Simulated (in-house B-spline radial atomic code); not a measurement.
# Te³⁴⁺: excited configurations

Wanted: excitation energies of Te³⁴⁺ as differences of total energies (ΔSCF).

The numbers are computed with in-house B-spline radial atomic code version 1 (Dirac-Hartree-Fock, average of configuration, Fermi nucleus, basis-set limit), except any that are marked as measured or tabulated.

### 1 Starting point

| Item | Value |
| --- | --- |
| element | tellurium (Z = 52) |
| charge | +34 |
| electrons | 18 |
| configuration | [Ne] 3s2 3p6 |
| Hamiltonian | Dirac-Coulomb |
| nucleus | Fermi, rms radius 4.742 fm |

The outer shells:

[Ne] 3s2 3p6
```
[Ne] core
3s [↑↓]
3p [↑↓][↑↓][↑↓]
```

Input settings:

```ini
Z = 52
electrons = 18.0
configuration = [Ne] 3s2 3p6
hamiltonian = dirac
method = hf
spin_polarised = False
nucleus = fermi
rms_radius = 4.7423
mass_number = 130
atomic_mass = 129.906222745
speed_of_light = 137.035999084
```

From the earlier run of the reference: total energy -5911.286225 hartree. Levels, eight at most:

```tsv
orbital	occupation	energy (eV)	<r> (bohr)
1s1/2	2	-33807.5	0.02781
2s1/2	2	-6761.71	0.1179
2p1/2	2	-6445.80	0.09963
2p3/2	4	-6165.35	0.1049
3s1/2	2	-2505.31	0.2937
3p1/2	2	-2377.84	0.2812
3p3/2	4	-2311.68	0.2896
```

### 2 Configuration [Ne] 3s2 3p5 5d1

Input settings:

```ini
Z = 52
electrons = 18.0
configuration = [Ne] 3s2 3p5 5d1
hamiltonian = dirac
method = hf
spin_polarised = False
nucleus = fermi
rms_radius = 4.7423
mass_number = 130
atomic_mass = 129.906222745
speed_of_light = 137.035999084
```

### 3 [Ne] 3s2 3p5 6f1

Settings: those of step 2 with these lines changed.

```diff
@@ -2,3 +2,3 @@
 electrons = 18.0
-configuration = [Ne] 3s2 3p5 5d1
+configuration = [Ne] 3s2 3p5 6f1
 hamiltonian = dirac
```

### 4 Run with [He] 2s2 2p5 3s2 3p6 7f1

Settings: those of step 3 with these lines changed.

```diff
@@ -2,3 +2,3 @@
 electrons = 18.0
-configuration = [Ne] 3s2 3p5 6f1
+configuration = [He] 2s2 2p5 3s2 3p6 7f1
 hamiltonian = dirac
```

### 5 Configuration [He] 2s2 2p5 3s2 3p6 4f1

Settings: those of step 4 with these lines changed.

```diff
@@ -2,3 +2,3 @@
 electrons = 18.0
-configuration = [He] 2s2 2p5 3s2 3p6 7f1
+configuration = [He] 2s2 2p5 3s2 3p6 4f1
 hamiltonian = dirac
```

### 6 [He] 2s2 2p5 3s2 3p6 5s1

Settings: those of step 5 with these lines changed.

```diff
@@ -2,3 +2,3 @@
 electrons = 18.0
-configuration = [He] 2s2 2p5 3s2 3p6 4f1
+configuration = [He] 2s2 2p5 3s2 3p6 5s1
 hamiltonian = dirac
```

**Question.** How far above the reference does each configuration lie (order and size, in eV)?

The runs gave:

| net move | configuration | energy above the reference (eV) | with Breit, QED, recoil (eV) | largest <r> (bohr) |
| --- | --- | --- | --- | --- |
| 3p → 5d | [Ne] 3s2 3p5 5d1 | 1619.49 | 1617.64 | 0.919 |
| 3p → 6f | [Ne] 3s2 3p5 6f1 | 1859.11 | 1857.13 | 1.34 |
| 2p → 4f | [He] 2s2 2p5 3s2 3p6 4f1 | 5171.62 | 5162.56 | 0.485 |
| 2p → 5s | [He] 2s2 2p5 3s2 3p6 5s1 | 5464.65 | 5456.08 | 0.913 |
| 2p → 7f | [He] 2s2 2p5 3s2 3p6 7f1 | 5902.06 | 5893.02 | 1.88 |

Quantum defects of the promoted electron, δ = n − ζ/√(−2ε) with ζ = 35 and ε its orbital energy in hartree:

| promotion | δ |
| --- | --- |
| 3p → 5d | 0.166 |
| 3p → 6f | 0.068 |
| 2p → 4f | 0.068 |
| 2p → 5s | 0.392 |
| 2p → 7f | 0.076 |

**Reading.** The energies run from 1619.49 eV (3p → 5d) to 5902.06 eV (2p → 7f). 3 of them lie more than 2 % above the ionisation threshold that Koopmans' theorem gives (2311.68 eV), where such states can decay by emitting an electron. Of those tabulated, the defect is largest for 5s (0.39) and least for 6f (0.07); at this charge much of the defect is relativistic. These are averages over configurations, without correlation, not spectroscopic levels.
